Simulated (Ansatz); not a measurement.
**CH2F3Si (SMILES [CH2][Si](F)(F)F): UB2PLYP/def2-SVP**

What is the vertical ionisation energy of CH2F3Si at UB2PLYP/def2-SVP? 

Program for the calculation: Ansatz 0.2.0.

59 further runs of the same task are left out: 59 set aside as unsound or not needed. Runs told in other sessions of the task aren't counted.

## Step 1: Starting point

CH2F3Si has 7 atoms, charge 0, and is taken as a doublet. As SMILES, `[CH2][Si](F)(F)F`. The coordinates come from a PBE0-D4/def2-TZVP relaxation.

Bond lengths: C1–Si2 1.812 Å, Si2–F3 1.577 Å, Si2–F4 1.578 Å, Si2–F5 1.577 Å, C1–H6 1.084 Å, C1–H7 1.084 Å. Angles: C1–Si2–F3 111.1°, C1–Si2–F4 112.7°, C1–Si2–F5 111.2°, F3–Si2–F4 106.8°, F3–Si2–F5 108.2°, F4–Si2–F5 106.7°, Si2–C1–H6 122.2°, Si2–C1–H7 122.2°, H6–C1–H7 115.6°.

## Step 2: A single-point energy at UB2PLYP/def2-SVP

Input file molecule.yaml:

```yaml
crystal:
  periodic: [false, false, false]
  atoms:
    - {symbol: C, position_ang: [-0.691800, 0.401700, 0.763500]}
    - {symbol: Si, position_ang: [0.442900, -0.260900, -0.483500]}
    - {symbol: F, position_ang: [0.009400, 0.178500, -1.934200]}
    - {symbol: F, position_ang: [0.495400, -1.838000, -0.481100]}
    - {symbol: F, position_ang: [1.916900, 0.241300, -0.236600]}
    - {symbol: H, position_ang: [-1.731100, 0.616200, 0.542200]}
    - {symbol: H, position_ang: [-0.380400, 0.593100, 1.784100]}
basis:
  gaussian: {orbitals: def2-SVP}
magnetization: {spin_polarized: true, initial_magnetization: 1}
hamiltonian: {xc: {name: B2PLYP}}
correlation: {frozen_orbitals: {C: 1, F: 1, H: 0, Si: 5}}
accuracy: high
output: {orbitals: {seedname: orbitals}}
```

The run is started by

```bash
$ ansatz run molecule.yaml --threads 1 --pin off --max-ram 2610MiB --events-out events.jsonl --progress --plain --runs-dir runs
```

Standard output:

```text
Warning: RAYON_NUM_THREADS=1 ignored (pool sized by the plan → 1); use --threads N
Functional definition: B2PLYP
  name "B2PLYP"
  parameter a = 0.53
  parameter c = 0.27
  exchange = (1 - a)*b88_x + a*exact_x
  correlation = (1 - c)*lyp_c + c*(mp2_os + mp2_ss)
1745 factors; integrals over basis functions are off by at most 4.0e-9 eV
mean field evaluation 1: about -17071.0678 eV, gradient 3.2e1 eV
mean field evaluation 2: about -17071.1166 eV, gradient 3.2e1 eV
mean field evaluation 4: about -17074.5497 eV, gradient 2.2e0 eV
mean field evaluation 8: about -17074.5786 eV, gradient 1.5e-1 eV
mean field evaluation 16: about -17074.5789 eV, gradient 1.1e-4 eV
mean field -17074.57890016 eV, -627.4792010156 hartree, gradient 9.7e-8 eV, S^2 0.754581; 0 other end points of the search recorded, 0 dependent functions left out
9 core orbitals not correlated: weight in the atoms' cores, before any rotation towards them, 1.000 or more for the frozen orbitals, at most 0.000 for the correlated occupied ones
reference -17074.57892125 eV, -627.4792017906 hartree; 16, 15 occupied and 59, 60 virtual orbitals, 1745 factors
second order -24.47551826 eV of doubles, -0.00000000 eV of singles
Total energy: -17081.18731118 eV, -627.7220556412 hartree
```

It took 13 s on 1 thread of Arm Neoverse V2, shared host; peak memory 0.38 GiB.

## Step 3: The singlet cation at the same level

Changes to molecule.yaml since step 2:

```diff
@@ -11,7 +11,10 @@
 basis:
-  gaussian: {orbitals: def2-SVP}
-magnetization: {spin_polarized: true, initial_magnetization: 1}
-hamiltonian: {xc: {name: B2PLYP}}
-correlation: {frozen_orbitals: {C: 1, F: 1, H: 0, Si: 5}}
+  gaussian:
+    orbitals: def2-SVP
+correlation:
+  frozen_orbitals: {C: 1, F: 1, H: 0, Si: 5}
+hamiltonian:
+  xc: {name: B2PLYP}
 accuracy: high
+total_charge: 1
 output: {orbitals: {seedname: orbitals}}
```

The run is started by

```bash
$ ansatz run molecule.yaml --threads 1 --pin off --max-ram 2610MiB --events-out events.jsonl --progress --plain --runs-dir runs
```

Standard output, shortened:

```text
Warning: RAYON_NUM_THREADS=1 ignored (pool sized by the plan → 1); use --threads N
[... 2 set-up lines as earlier in the session ...]
[...]
1745 factors; integrals over basis functions are off by at most 4.0e-9 eV
[...]
mean field -17063.91648770 eV, -627.0873645851 hartree, gradient 4.4e-8 eV, S^2 0.000000; 2 other end points of the search recorded, 0 dependent functions left out
9 core orbitals not correlated: weight in the atoms' cores, before any rotation towards them, 1.000 or more for the frozen orbitals, at most 0.000 for the correlated occupied ones
reference -17063.91650838 eV, -627.0873653448 hartree; 15, 15 occupied and 60, 60 virtual orbitals, 1745 factors
second order -24.33063890 eV of doubles, -0.00000000 eV of singles
Total energy: -17070.48578088 eV, -627.3287816565 hartree
```

It took 11 s on 1 thread of Arm Neoverse V2, shared host; peak memory 0.3 GiB.

## Step 4: Results

At UB2PLYP/def2-SVP, 9 core orbitals frozen:

| quantity | value |
| --- | --- |
| doublet CH2F3Si: total energy | -627.72206 Eh |
| doublet CH2F3Si: HOMO energy (SCF part's orbitals) (highest over α and β) | -9.44 eV |
| doublet CH2F3Si: LUMO energy (SCF part's orbitals) (lowest over α and β) | -1.42 eV |
| doublet CH2F3Si: ⟨S²⟩ | 0.755 |
| singlet cation: total energy | -627.32878 Eh |
| singlet cation: HOMO energy (SCF part's orbitals) | -19.50 eV |
| singlet cation: LUMO energy (SCF part's orbitals) | -11.82 eV |
| singlet cation: HOMO–LUMO gap (SCF part's orbitals) | 7.68 eV |
| vertical ionisation energy (to the singlet cation) | 10.702 eV |

What this shows: The vertical ionisation energy comes to 10.70 eV (1033 kJ/mol).
